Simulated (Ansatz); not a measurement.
MgC2:

```xyz
6
Lattice="3.9508 0.0000 0.0000 0.0000 3.9508 0.0000 0.0000 0.0000 4.9871" Properties=species:S:1:pos:R:3 pbc="T T T"
Mg    0.0000    0.0000    2.4935
Mg    1.9754    1.9754    0.0000
C     1.5315    2.4192    2.4935
C     0.4439    0.4439    0.0000
C     2.4192    1.5315    2.4935
C     3.5069    3.5069    0.0000
```

The cell comes from a database or a generator and needn't be the stable form of this composition.

| Property | Result |
| --- | --- |
| Program | Ansatz 0.2.0 |
| Task | single point |
| Functional | PBE |
| Potentials or basis | Ansatz PAW |
| Cutoff | 420 eV (not typed: the program's choice for these potentials) |
| k mesh | 7 × 7 × 6 |
| Occupations | fermi-dirac, width 0.05 eV |
| Spin | no spin polarisation |

On this cell: pressure -0.3 GPa; largest force 0.115 eV/Å; band gap on the k mesh 2.59 eV, indirect (least direct gap 2.95 eV).

The same run follows on a disturbed copy (atoms moved at random, drawn with an rms of 0.05 Å):

```
Mg C
1.0
     3.95078    0.00000    0.00000
     0.00000    3.95078    0.00000
     0.00000    0.00000    4.98709
Mg C
2 4
Direct
  0.99110 0.99565 0.49239
  0.50336 0.51002 0.99482
  0.38763 0.60669 0.50872
  0.11768 0.12096 0.00000
  0.61305 0.38570 0.49721
  0.87708 0.88348 0.00456
```

**Question.** What does the disturbed cell give?

**Answer.** The energy moves by +43.3 meV/atom; pressure -3.3 GPa; largest force 5.600 eV/Å; band gap on the k mesh 2.27 eV, indirect (least direct gap 2.41 eV).

Forces on the atoms (eV/Å):
```
Mg   0.194 -0.184  0.097
Mg  -0.412 -0.415  0.043
C   -0.407  0.485 -0.175
C   -3.618 -3.565  0.113
C    0.240 -0.235  0.080
C    4.003  3.913 -0.158
```

Stress tensor (GPa, compression positive):
```
-5.19 -6.10 -0.33
-6.10 -5.19  0.50
-0.33  0.50  0.41
```

Caveats: odd divisions of the mesh miss points on the zone boundary, where band edges often lie, so the gap on the mesh can be too wide.

A k mesh can miss the band edges.
